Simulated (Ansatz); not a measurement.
This script drives Ansatz's Python interface.

`ch7bsn_field.py`
```python
from dataclasses import dataclass

import ansatz
from ase import Atoms
import numpy as np


@dataclass
class Options:
    basis_set: str = "def2-SVP"
    functional: str = "pbe0"
    dispersion: str = "d4"


opts = Options()

atoms = Atoms(["C", "B", "Sn", "H", "H", "H", "H", "H", "H", "H"], positions=[
    [-1.0861, 0.9369, -0.6813],
    [-0.2025, -0.3004, -0.7542],
    [1.0896, -0.8011, 0.9422],
    [-2.1197, 0.6795, -0.7995],
    [-0.8692, 1.6631, -1.5398],
    [-0.9988, 1.5209, 0.2745],
    [-0.1772, -0.9842, -1.7088],
    [2.828, -0.7877, 0.4151],
    [0.9168, 0.4076, 2.262],
    [0.7022, -2.3857, 1.5927],
])
geometry = ansatz.Crystal.molecule_from_ase(atoms)

job = (
    geometry.calculation()
    .basis(gaussian=opts.basis_set)
    .functional(opts.functional, dispersion=opts.dispersion)
    .forces()
)
centre = np.mean([site.position_ang for site in geometry.cartesian_sites], axis=0)
field = 2 * 14.399645 * 2.0 / 40.0 ** 2


def dipole(axis, sign):
    arm = 40.0 * np.eye(3)[axis]
    pair = [{"charge": sign * 2.0, "position_ang": (centre - arm).tolist()}, {"charge": -sign * 2.0, "position_ang": (centre + arm).tolist()}]
    deck = job.input().set(ansatz.key.basis.gaussian.point_charges, pair)
    return np.array(ansatz.Session.from_dict(deck).plan().execute().report["charge_distribution"]["dipole_moment_e_ang"])


print(f"field {field:.4f} V/A")
alpha = np.array([(dipole(axis, 1) - dipole(axis, -1)) / (2 * field) * 14.399645 for axis in range(3)])
print("polarisability tensor (A^3)")
print(np.array2string(alpha, precision=3, suppress_small=True))
print(f"mean {np.trace(alpha) / 3:.3f} A^3 = {np.trace(alpha) / 3 / 0.14818471:.2f} bohr^3")
```

It is started by `python ch7bsn_field.py`. How long does it take on 1 thread of Arm Neoverse V1, with other jobs on the host, and how much memory does it need?

It took about 28 s, with a peak of 0.24 GiB, for 6 runs of the engine.

```console
$ python ch7bsn_field.py
field 0.0360 V/A
polarisability tensor (A^3)
[[ 9.779 -1.182  1.055]
 [-1.177  9.436 -0.51 ]
 [ 1.061 -0.492  9.696]]
mean 9.637 A^3 = 65.03 bohr^3
```

Reading the output:
- The settings weren't tested for convergence.
- The geometry is a force-field or estimated start, not a minimum of this method, and the basis set is short of its limit. The field of two point charges is only nearly even.
- def2 sets replace the cores of elements past krypton by effective core potentials.
- Without diffuse functions polarisabilities are unreliable, as a rule too low, and they change with the bond lengths of this unrelaxed start.

(Lines on the test bed's own set-up are left out of the output.)
